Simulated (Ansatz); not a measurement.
# GeSb4Te7: the cost of one run

Method: DFT PBE, scalar-relativistic, plane waves, PAW, in Ansatz 0.2.0.

## (1) Starting point

Symmetry: P-3m1, No. 164, trigonal system. The conventional cell has a = 4.289 Å, b = 4.289 Å, c = 24.638 Å, α = 90.00°, β = 90.00°, γ = 120.00°. Ge (site symmetry -3m) is surrounded by 6 Te at 3.00 Å. Sb (site symmetry 3m) is surrounded by 6 Te at 3.01 to 3.18 Å. Sb (site symmetry 3m) has 6 Te at 3.00 to 3.19 Å as nearest neighbours. Te (site symmetry 3m) is surrounded by 3 Sb at 3.01 Å. Te (site symmetry 3m) is surrounded by 3 Sb at 3.00 Å. Around Te (site symmetry 3m) lie 3 Ge at 3.00 Å and 3 Sb at 3.19 Å. Te (site symmetry -3m) is surrounded by 6 Sb at 3.18 Å.

As a file:

```xyz
12
Lattice="4.2893 0.0000 0.0000 -2.1447 3.7146 0.0000 0.0000 0.0000 24.6378" Properties=species:S:1:pos:R:3 pbc="T T T"
Ge    0.0000    0.0000   12.3189
Sb    2.1447    1.2382   22.6396
Sb    0.0000    2.4764    8.6171
Sb    0.0000    2.4764    1.9982
Sb    2.1447    1.2382   16.0207
Te    0.0000    2.4764   20.9355
Te    2.1447    1.2382    3.7023
Te    0.0000    0.0000   17.7140
Te    2.1447    1.2382   10.6286
Te    0.0000    2.4764   14.0092
Te    0.0000    0.0000    0.0000
Te    0.0000    0.0000    6.9238
```

## (2) Relaxing cell and atoms: GeSb4Te7, no spin

input.yaml

```yaml
crystal:
  lattice:
    - [4.2893002584, 0.0, 0.0]
    - [-2.1446501292, 3.7146429882, 0.0]
    - [0.0, 0.0, 24.63777845]
  atoms:
    - { symbol: Ge, position: [0.0, 0.0, 0.5] }
    - { symbol: Sb, position: [0.66666667, 0.33333333, 0.91889862] }
    - { symbol: Sb, position: [0.33333333, 0.66666667, 0.3497515] }
    - { symbol: Sb, position: [0.33333333, 0.66666667, 0.08110138] }
    - { symbol: Sb, position: [0.66666667, 0.33333333, 0.6502485] }
    - { symbol: Te, position: [0.33333333, 0.66666667, 0.84973187] }
    - { symbol: Te, position: [0.66666667, 0.33333333, 0.15026813] }
    - { symbol: Te, position: [0.0, 0.0, 0.71897829] }
    - { symbol: Te, position: [0.66666667, 0.33333333, 0.4313943] }
    - { symbol: Te, position: [0.33333333, 0.66666667, 0.5686057] }
    - { symbol: Te, position: [0.0, 0.0, 0.0] }
    - { symbol: Te, position: [0.0, 0.0, 0.28102171] }
scf:
  occupations: { method: gaussian, width: 0.03 }
output:
  forces: true
  stress: true
  eigenvalues: true
hamiltonian:
  xc: pbe
kpoints:
  mp_grid: { grid: [10, 10, 2] }
relax:
  f_tol: 0.003
  max_steps: 60
  cell: { stress_tol: 0.03 }
```

Command:

```bash
> ansatz run input.yaml --threads 8 --pin off --max-ram 16384MiB --backend cpu --events-out ev --progress --plain --runs-dir out
```

What time and memory should one allow on 8 threads of Arm Neoverse N1, shared host?

About 2.4 min, with a peak of 2.5 GiB.
